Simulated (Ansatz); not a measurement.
# Ge₂O (singlet): from Hartree-Fock to the top rungs, cc-pVDZ

An exercise on one series of results from a longer session: the logs are not shown, and one member is left open.

The runs use Ansatz 0.2.0, Gaussian basis; cc-pVDZ, core rule «outside noble gas», up to 29 orbitals frozen.

The runs, in order: UHF; CCSD(T) on RHF; CCSD(T) on UHF; BCCD(T) on RHF; CISD; CCSDT(Q) on RHF; CCSDT(Q) on UHF; CCSDTQ on RHF; CASSCF and MRCISD+Q, 14 electrons in 12 orbitals; CASSCF and NEVPT2, 14 electrons in 12 orbitals.

8 further runs of the same task are left out: 4 for a known fault of the program, 4 set aside as unsound or not needed.

## The geometry

The geometry is a PBE0/def2-TZVP stationary point (not a proven minimum). No spin-orbit coupling is included. The filled d shell of Ge may be among the frozen orbitals whatever the setting's name suggests; the logs give the count.

3 atoms, charge 0, spin multiplicity 1.

Atoms are counted from 1 here; the program's logs count them from 0.

Bond lengths: Ge1–O2 1.760 Å, O2–Ge3 1.760 Å. Angles: Ge1–O2–Ge3 180.0°.

The first run:

File in.yaml:

```yaml
crystal:
  periodic: [false, false, false]
  atoms:
    - {symbol: Ge, position_ang: [0.000000, 0.000000, 1.760100]}
    - {symbol: O, position_ang: [0.000000, 0.000000, 0.000000]}
    - {symbol: Ge, position_ang: [0.000000, 0.000000, -1.760100]}
basis:
  gaussian: {orbitals: cc-pVDZ}
magnetization: {spin_polarized: true, initial_magnetization: 0}
hamiltonian: {xc: hf}
output: {orbitals: {seedname: orbitals}}
```

Started as:

```
$ ansatz run in.yaml --threads 1 --pin off --events-out ev --progress --plain --max-ram 4096MiB --backend cpu
```

Among the steps run: UHF; CCSD(T) on RHF; CCSD(T) on UHF; BCCD(T) on RHF; CISD; CCSDT(Q) on RHF; CCSDT(Q) on UHF; CCSDTQ on RHF; CASSCF and MRCISD+Q, 14 electrons in 12 orbitals; CASSCF and NEVPT2, 14 electrons in 12 orbitals.

One table of the session follows, with a row left open; its other results are not shown here.

```
          method  from RCCSDT(Q) (meV)
             RHF              +11027.4
            RMP2               +1303.8
            UMP2               +1013.8
           RCCSD                +767.1
           UCCSD                     ?
        RCCSD(T)                +134.5
        UCCSD(T)                 -10.2
         BCCD(T)                +121.2
          RCCSDT                +125.8
          UCCSDT                -130.7
       RCCSDT(Q)                     0
       UCCSDT(Q)                -267.4
         RCCSDTQ                  -4.1
  CASSCF valence               +6275.9
  NEVPT2 valence               +1465.3
  MRCISD valence                +655.4
MRCISD+Q valence                +140.2
```

Estimate the missing values for UCCSD.

**Answer.** from RCCSDT(Q) (meV): +559.4. In the column «from RCCSDT(Q) (meV)» it lies between MRCISD+Q valence (+140.2) and MRCISD valence (+655.4).

To keep in mind: The determinant is far from a pure spin state, so its energy mixes those of several spin states (harmless only where they are near-degenerate, as at dissociation). The report flags that the cluster equations may have other roots. Left out of the table: UHF (another determinant or state than the rows shown). The program flags RCCSD(T), UCCSD(T), BCCD(T), RCCSDT(Q), UCCSDT(Q), RCCSDTQ as in doubt, so the zero of the table is itself unsure. Warnings: restricted reference is unstable; spin contamination; coupled cluster took another determinant than the lowest; large T1 diagnostic. Restricted and unrestricted rows rest on different reference determinants; where their highest levels disagree by more than a few hundredths of an eV, they describe different states and don't form one ladder.
